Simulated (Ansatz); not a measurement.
# EuS3 (I4/mmm) in Ansatz: equation of state, part 2 of 2

Ansatz 0.2.0.

### 4 Single point, PBE, collinear spin, ferromagnetic start, 19.04 Å³/atom (volume scaled by 0.98)

Input file input.yaml:

```yaml
crystal:
  lattice:
    - [-1.9450881141, 1.9450881141, 5.0320347339]
    - [1.9450881141, -1.9450881141, 5.0320347339]
    - [1.9450881141, 1.9450881141, -5.0320347339]
  atoms:
    - { symbol: Eu, position: [0.0, 0.0, 0.0], spin: 7.0 }
    - { symbol: S, position: [0.5, 0.5, 0.0] }
    - { symbol: S, position: [0.25, 0.75, 0.5] }
    - { symbol: S, position: [0.75, 0.25, 0.5] }
hamiltonian:
  xc: pbe
  pseudopotentials: { kind: paw }
magnetization:
  spin_polarized: true
kpoints:
  mp_grid: { grid: [10, 10, 10] }
scf:
  occupations: { method: fermi_dirac, width: 0.05 }
output:
  forces: true
  stress: true
  eigenvalues: true
```

Launch:

```console
$ ansatz run input.yaml --threads 2 --pin off --max-ram 5120MiB --backend cpu --events-out ev --progress --plain --runs-dir out
```

Wall time 43 s (2 threads of Intel Xeon at 2.50GHz (Skylake/Cascade Lake), shared host); peak memory 0.64 GiB.

It converged, with:

| Item | Value |
| --- | --- |
| Free energy | -11475.4187 eV |
| Pressure | 2.2 GPa |
| Band gap on the k mesh | none (metal or under the smearing width) |
| Net moment | 6.09 μB per cell |
| Absolute moment | 6.95 μB per cell |
| Site moments | Eu +6.38; S -0.21, -0.09 μB |

Caveat: spin-orbit coupling is left out, which moves the levels of the heavy elements; a cell with one magnetic atom can't hold antiferromagnetic order, which such compounds often take; without U or exact exchange the open f shell lies at the Fermi level, which spoils levels, moments and volumes.

### 5 Single point, PBE, collinear spin, ferromagnetic start, 19.43 Å³/atom

Changes to input.yaml since step 4:

```diff
@@ -2,5 +2,5 @@
   lattice:
-    - [-1.9450881141, 1.9450881141, 5.0320347339]
-    - [1.9450881141, -1.9450881141, 5.0320347339]
-    - [1.9450881141, 1.9450881141, -5.0320347339]
+    - [-1.958231, 1.958231, 5.066036]
+    - [1.958231, -1.958231, 5.066036]
+    - [1.958231, 1.958231, -5.066036]
   atoms:
@@ -23 +23,5 @@
   eigenvalues: true
+  write_density: true
+  write_potential: true
+  elf: true
+  volumetric_format: npy
```

Potentials or basis: Ansatz PAW.

Launch:

```console
$ ansatz run input.yaml --threads 2 --pin off --max-ram 5120MiB --backend cpu --events-out ev --progress --plain --runs-dir out
```

Output:

```text
Warning: RAYON_NUM_THREADS=2 ignored (pool sized by the plan → 2); use --threads N
Engine: ansatz 0.2.0, x86_64-unknown-linux-gnu
Pseudopotentials: kind: paw
Pseudopotential: Eu, paw, valence charge 17, recommended cutoff 420 eV (normal), Eu.paw.azcp
Pseudopotential: S, paw, valence charge 6, recommended cutoff 420 eV (normal), S.paw.azcp
Functional definition: PBE
  parameter kappa = 0.804
  parameter beta = 0.06672455060314922
  exchange = pbe_x(kappa = kappa, mu = beta*pi^2/3)
  correlation = pbe_c(beta = beta)
Crystal: 4 atoms, lattice volume = 77.706 Å³
Basis set: ecut = 420 eV, 1549 PW (Γ), exchange–correlation on 80×80×80 points (8 copies of the dense FFT grid, shifted against one another)
Bands: 26, of which v1, the nominal top of the filled ones, is band 18 counted from 1 (17 counted from 0)
Symmetry: 16 space group operations
Space group: I4/mmm (ITA 139), of the structure as read, at distance tolerance 4.3e-5 Å
Magnetic group: BNS 139.531 (UNI 1191), of the structure as read, at distance tolerance 4.3e-5 Å
k-points: 102 of 1000
Non-local potential: Eu, projectors of the file, l = 0: 3, l = 1: 2, l = 2: 2, l = 3: 3
Non-local potential: S, projectors of the file, l = 0: 2, l = 1: 2, l = 2: 2
PAW form: soft (Blöchl's): semilocal exchange-correlation on the pseudo side does not see the compensation charge
PAW one-centre angular grid: Eu, 590 points (default); XC on 64 Gauss nodes
[... 31 lines left out ...]
Internal energy: -11475.403411 eV  (E = F + TS)
E sigma→0 (E₀):  -11475.417987 eV
Entropy (-TS):   -0.029152 eV (-7.288 meV/atom)
Fermi energy:    10.035516 eV
--- Per-component energies (eV) ---
  E_band       = 43.381380
  E_kinetic    = 676.651777
  E_local      = -2212.615527  (includes V_loc(G=0)·N_el)
  E_nonlocal   = 540.713809
  E_hartree    = 865.528278
  E_xc         = -472.590365
  E_vxc        = -470.446137  (∫ρ·V_xc dr)
  E_paw        = -8177.918700  (= ΣΔE_a)
  E_vpaw       = -221.981610  (= ΣTr[D̂ρ^β])
  E_aug_tail   = 0.000005  (compensation charges beyond the density's cutoff)
  E_ewald      = -2695.172688
  E_smearing   = -0.029152  (= −TS)
  E_closure    = -0.000000  (closes the sum)
  Σ components = -11475.432563   (vs F -11475.432563, Δ=0.00e0)
--- Forces (eV/Å), atoms counted from 1 ---
  atom   1  Eu     0.00000000     0.00000000    -0.00000000
  atom   2  S      0.00000000    -0.00000000    -0.00000000
  atom   3  S      0.00000000     0.00000000     0.00000000
  atom   4  S     -0.00000000     0.00000000    -0.00000000
  max |Σ_I F_I| component: 5.45e-29 eV/Å
--- Stress (GPa, compression-positive) ---
        0.400960       0.000000      -0.000000
        0.000000       0.400960       0.000000
       -0.000000       0.000000       1.245967
  P = ⅓ Tr σ = 0.6826 GPa (6.826 kbar)
--- Band table (eV; the first three rows and the last of 204) ---
  k-point 0 ↑: bands = ["-30.9405", "-9.6338", "-9.5372", "-9.5372", "-4.5186", "-1.7008", "-0.1457", "5.1537", "5.8838", "5.8838", "8.0521", "8.0792", "8.0792", "9.4129", "9.5103", "9.5669", "9.5669", "9.5736", "10.1987", "10.1987", "10.6880", "11.7386", "11.7386", "13.1707", "13.4042", "14.0510"]
  k-point 1 ↑: bands = ["-30.9382", "-9.6276", "-9.5856", "-9.5611", "-4.3468", "-1.5899", "-0.4403", "5.0470", "5.8795", "6.4641", "7.4291", "7.5294", "8.6662", "9.4434", "9.5056", "9.5455", "9.5537", "9.5792", "9.8848", "10.3421", "10.6615", "10.7283", "11.8176", "13.2525", "13.8231", "14.8054"]
  k-point 2 ↑: bands = ["-30.9322", "-9.6859", "-9.6233", "-9.6117", "-3.8768", "-1.4109", "-1.0599", "4.7680", "5.9659", "6.6700", "6.9482", "7.9126", "8.5656", "8.9950", "9.4758", "9.4930", "9.5221", "9.5999", "9.6396", "9.6703", "10.6003", "10.6673", "12.0298", "13.8001", "14.2484", "14.3571"]
  k-point 101 ↓: bands = ["-28.0486", "-7.7161", "-7.4091", "-7.4091", "-3.8945", "-2.5329", "-0.3067", "5.9063", "5.9063", "6.3588", "8.3835", "8.7721", "8.7721", "9.0787", "11.4013", "11.4013", "11.4359", "13.6935", "13.7266", "13.7266", "14.1265", "14.1837", "14.2165", "14.2165", "14.2426", "14.3180"]
```

v_z.tsv:

```text
# z_ang	v_es[eV]	v_tot_up[eV]	v_tot_dn[eV]
# format = ansatz-planar-average/11
# xc	pbe
# density_cutoff_ev	1680
# datasets	Eu=:simpson_from_first_knot:soft	S=:simpson_from_first_knot:soft
# lattice	-1.958231000	1.958231000	5.066036000
# lattice	1.958231000	-1.958231000	5.066036000
# lattice	1.958231000	1.958231000	-5.066036000
# sites	4
# site	63	0.000000000	0.000000000	0.000000000
# site	16	0.000000000	0.000000000	5.066036000
# site	16	1.958231000	-0.000000000	2.533018000
# site	16	-0.000000000	1.958231000	2.533018000
0.000000	3.612389e0	-7.461327e0	-7.321192e0
0.144339	3.651067e0	-7.395165e0	-7.260133e0
0.288678	3.765675e0	-7.218982e0	-7.094841e0
0.433017	3.952323e0	-6.976982e0	-6.862416e0
0.577357	4.206066e0	-6.694886e0	-6.587265e0
0.721696	4.520094e0	-6.370807e0	-6.269898e0
[... 32 lines left out ...]
5.484887	3.765675e0	-7.218982e0	-7.094841e0
5.629226	3.651067e0	-7.395165e0	-7.260133e0
```

Wall time 47 s (2 threads of Intel Xeon at 2.50GHz (Skylake/Cascade Lake), shared host); peak memory 0.67 GiB.

Results:

| Quantity | Value |
| --- | --- |
| Free energy | -11475.4326 eV |
| Pressure | 0.7 GPa |
| Band gap on the k mesh | none (metal or under the smearing width) |
| Net moment | 6.10 μB per cell |
| Absolute moment | 6.96 μB per cell |
| Site moments | Eu +6.39; S -0.21, -0.09 μB |

Caveat: spin-orbit coupling is left out, which moves the levels of the heavy elements; a cell with one magnetic atom can't hold antiferromagnetic order, which such compounds often take; without U or exact exchange the open f shell lies at the Fermi level, which spoils levels, moments and volumes.

### 6 Single point, PBE, collinear spin, ferromagnetic start, 19.82 Å³/atom (volume scaled by 1.02)

Changes to input.yaml since step 5:

```diff
@@ -2,5 +2,5 @@
   lattice:
-    - [-1.958231, 1.958231, 5.066036]
-    - [1.958231, -1.958231, 5.066036]
-    - [1.958231, 1.958231, -5.066036]
+    - [-1.9711997952, 1.9711997952, 5.099586885]
+    - [1.9711997952, -1.9711997952, 5.099586885]
+    - [1.9711997952, 1.9711997952, -5.099586885]
   atoms:
@@ -23,5 +23 @@
   eigenvalues: true
-  write_density: true
-  write_potential: true
-  elf: true
-  volumetric_format: npy
```

Potentials or basis: Ansatz PAW.

Launch:

```console
$ ansatz run input.yaml --threads 2 --pin off --max-ram 5120MiB --backend cpu --events-out ev --progress --plain --runs-dir out
```

Wall time 38 s (2 threads of Intel Xeon at 2.50GHz (Skylake/Cascade Lake), shared host); peak memory 0.64 GiB.

It converged, with:

- Free energy: -11475.4324 eV
- Pressure: -0.7 GPa
- Band gap on the k mesh: none (metal or under the smearing width)
- Net moment: 6.10 μB per cell
- Absolute moment: 6.98 μB per cell
- Site moments: Eu +6.40; S -0.22, -0.09 μB

Caveat: spin-orbit coupling is left out, which moves the levels of the heavy elements; a cell with one magnetic atom can't hold antiferromagnetic order, which such compounds often take; without U or exact exchange the open f shell lies at the Fermi level, which spoils levels, moments and volumes.

### 7 Single point, PBE, collinear spin, ferromagnetic start, 20.20 Å³/atom (volume scaled by 1.04)

Changes to input.yaml since step 6:

```diff
@@ -2,5 +2,5 @@
   lattice:
-    - [-1.9711997952, 1.9711997952, 5.099586885]
-    - [1.9711997952, -1.9711997952, 5.099586885]
-    - [1.9711997952, 1.9711997952, -5.099586885]
+    - [-1.9840001525, 1.9840001525, 5.1327020135]
+    - [1.9840001525, -1.9840001525, 5.1327020135]
+    - [1.9840001525, 1.9840001525, -5.1327020135]
   atoms:
@@ -23 +23,5 @@
   eigenvalues: true
+  write_density: true
+  write_potential: true
+  elf: true
+  volumetric_format: npy
```

Launch:

```console
$ ansatz run input.yaml --threads 2 --pin off --max-ram 5120MiB --backend cpu --events-out ev --progress --plain --runs-dir out
```

It took 51 s on 2 threads of Intel Xeon at 2.50GHz (Skylake/Cascade Lake), shared host; peak memory 0.69 GiB.

The run converged. Its results:

```yaml
Free_energy: -11475.4198 eV
Pressure: -1.9 GPa
Band_gap_on_the_k_mesh: none (metal or under the smearing width)
Net_moment: 6.11 μB per cell
Absolute_moment: 7.00 μB per cell
Site_moments: Eu +6.42; S -0.22, -0.09 μB
```

Caveat: spin-orbit coupling is left out, which moves the levels of the heavy elements; a cell with one magnetic atom can't hold antiferromagnetic order, which such compounds often take; without U or exact exchange the open f shell lies at the Fermi level, which spoils levels, moments and volumes.

### 8 Single point, PBE, collinear spin, ferromagnetic start, 20.59 Å³/atom (volume scaled by 1.06)

Changes to input.yaml since step 7:

```diff
@@ -2,5 +2,5 @@
   lattice:
-    - [-1.9840001525, 1.9840001525, 5.1327020135]
-    - [1.9840001525, -1.9840001525, 5.1327020135]
-    - [1.9840001525, 1.9840001525, -5.1327020135]
+    - [-1.9966374369, 1.9966374369, 5.1653952645]
+    - [1.9966374369, -1.9966374369, 5.1653952645]
+    - [1.9966374369, 1.9966374369, -5.1653952645]
   atoms:
@@ -23,5 +23 @@
   eigenvalues: true
-  write_density: true
-  write_potential: true
-  elf: true
-  volumetric_format: npy
```

Launch:

```console
$ ansatz run input.yaml --threads 2 --pin off --max-ram 5120MiB --backend cpu --events-out ev --progress --plain --runs-dir out
```

It took 40 s on 2 threads of Intel Xeon at 2.50GHz (Skylake/Cascade Lake), shared host; peak memory 0.65 GiB.

Results (log left out):

```
Free energy            : -11475.3958 eV
Pressure               : -3.0 GPa
Band gap on the k mesh : none (metal or under the smearing width)
Net moment             : 6.11 μB per cell
Absolute moment        : 7.01 μB per cell
Site moments           : Eu +6.43; S -0.22, -0.09 μB
```

Caveat: spin-orbit coupling is left out, which moves the levels of the heavy elements; a cell with one magnetic atom can't hold antiferromagnetic order, which such compounds often take; without U or exact exchange the open f shell lies at the Fermi level, which spoils levels, moments and volumes.

### 9 Equation of state, PBE, collinear spin, ferromagnetic start

Potentials or basis: Ansatz PAW.

This step only gathers the single runs of the series.

Results:

| Property | Result |
| --- | --- |
| Equilibrium volume | 19.62 Å³/atom |
| Bulk modulus at fixed shape and positions | 69 GPa |
| Pressure derivative of the bulk modulus | 4.4 |

Energy against volume, from the lowest point:
```
volume (Å³/atom)  energy (meV/atom)
          18.261              22.49
          18.650              10.82
          19.038               3.47
          19.427               0.00
          19.815               0.03
          20.204               3.20
          20.592               9.19
```

Caveat: the cell was scaled at fixed shape and fractional positions, which overstates the stiffness of a crystal with free parameters, most of all of layers and chains; spin-orbit coupling is left out, which moves the levels of the heavy elements; without U or exact exchange the open f shell lies at the Fermi level, which spoils levels, moments and volumes.
